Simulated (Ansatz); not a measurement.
# GdTl₃, space group Pm-3m: a comparison of magnetic orders

With Ansatz 0.2.0 through its Python package.

Interactive session:
```pycon
>>> import ansatz as az
>>> import numpy as np
>>> def count_gap(report):
...     # lowest empty less highest filled band, counting bands; zero where they overlap
...     return max(report.get("gap_by_band_count_ev") or 0.0, 0.0)
...
>>> CELL = [
...     [9.38, 0.0, 0.0],
...     [0.0, 4.69, 0.0],
...     [0.0, 0.0, 4.69],
... ]
>>> ATOMS = [
...     ("Gd", [0.0, 0.0, 0.0]),
...     ("Tl", [0.0, 0.5, 0.5]),
...     ("Tl", [0.25, 0.0, 0.5]),
...     ("Tl", [0.25, 0.5, 0.0]),
...     ("Gd", [0.5, 0.0, 0.0]),
...     ("Tl", [0.5, 0.5, 0.5]),
...     ("Tl", [0.75, 0.0, 0.5]),
...     ("Tl", [0.75, 0.5, 0.0]),
... ]
>>> def ordered(moments):
...     crystal = az.Crystal(lattice=az.Lattice.of(CELL))
...     for (symbol, position), moment in zip(ATOMS, moments):
...         crystal = crystal.atom(symbol, position, moment=moment or None)
...     return crystal
...
>>> orders = {
...     "FM": [7, 0, 0, 0, 7, 0, 0, 0],
...     "AFM": [7, 0, 0, 0, -7, 0, 0, 0],
... }
>>> rows = []
>>> for label, moments in orders.items():
...     model = (
...         ordered(moments).calculation()
...         .functional("r2scan")
...         .basis(380, xc_grid=3)
...         .kpoints(spacing=0.29)
...         .occupations(az.OccupationsMethod.METHFESSEL_PAXTON, width=0.15)
...         .scf(tolerance=1e-09)
...         .spin("collinear")
...         .band_table()
...     )
...     summary = model.run(threads=1).report
...     rows.append((label, summary["free_energy_ev"], summary["magnetization_mub"], summary["absolute_magnetization_mub"], max(abs(m) for m in summary["site_moments_mub"]), count_gap(summary)))
...     print(label, "site moments:", [round(m, 2) for m in summary["site_moments_mub"]])
...
DeckWarning: basis.ecutwfc = 380 eV is below the records' recommended 500 eV, and the density's cutoff is lower with it unless basis.ecutrho_ratio is high enough to keep the records' density cutoff: compare with a run at a higher cutoff
FM site moments: [7.16, -0.01, -0.01, -0.01, 7.16, -0.01, -0.01, -0.01]
AFM site moments: [7.19, 0.01, 0.0, 0.0, -7.19, -0.01, -0.0, -0.0]
>>> plain = (
...     ordered([0] * len(ATOMS)).calculation()
...     .functional("r2scan")
...     .basis(380, xc_grid=3)
...     .kpoints(spacing=0.29)
...     .occupations(az.OccupationsMethod.METHFESSEL_PAXTON, width=0.15)
...     .scf(tolerance=1e-09)
...     .band_table()
... )
>>> summary = plain.run(threads=1).report
>>> rows.append(("NM", summary["free_energy_ev"], 0.0, 0.0, 0.0, count_gap(summary)))
>>> lowest = min(row[1] for row in rows)
>>> rows = [(row[0], 1000 * (row[1] - lowest) / 2, *row[2:]) for row in sorted(rows, key=lambda row: row[1])]
>>> for row in rows:
...     print("; ".join(f"{name} = {round(v, 4) if isinstance(v, float) else v}" for name, v in zip(["order", "meV/magnetic atom", "net muB", "absolute muB", "largest site muB", "gap by band count eV"], row)))
...
order = AFM; meV/magnetic atom = 0.0; net muB = 0.0; absolute muB = 14.9611; largest site muB = 7.1948; gap by band count eV = 0.0
order = FM; meV/magnetic atom = 12.1654; net muB = 14.4349; absolute muB = 14.7888; largest site muB = 7.1648; gap by band count eV = 0.0
order = NM; meV/magnetic atom = 8780.2741; net muB = 0.0; absolute muB = 0.0; largest site muB = 0.0; gap by band count eV = 0.0
>>> print("lowest of these starts:", rows[0][0])
lowest of these starts: AFM
```

In order of energy: antiferro- or ferrimagnetic (+0.0 meV an atom, largest site moment 7.19 μB), ferromagnetic (+3.0 meV an atom, largest site moment 7.16 μB) and non-magnetic (+2195.1 meV an atom, largest site moment 0.00 μB). These are the states reached from the starts typed.

Notes:
- The settings weren't tested for convergence.
- The cutoff lies under the one recommended for these potentials.
- Open f shells: without a Hubbard U, without spin-orbit coupling; the state reached hangs on the start and needn't be the lowest.
- The mesh is modest for a metal, so energies can be off by several to tens of meV an atom and pressures by half a GPa or more; differences at equal mesh fare better.
- The free energy holds a sizeable smearing term, which stands for no physical temperature.
- A gap by band count of zero or less means overlapping bands, a metal.
- r2SCAN tends to overestimate the moments of itinerant magnets.
- The starting cell is as deposited in a crystallographic database; the results hold for this polymorph, which needn't be the stable one.
- Levels are Kohn-Sham eigenvalues on this mesh, without spin-orbit coupling.
- Warnings are shown shortened and without file and line.
- Each row is the state reached from that start at the given structure, not necessarily the lowest of its order; other orders weren't tried.
- Timing: 3.1 min on 1 thread of Arm Neoverse V1, with other jobs on the host, peak memory 0.8 GiB.

(Lines on the test bed's own set-up are left out of the output.)
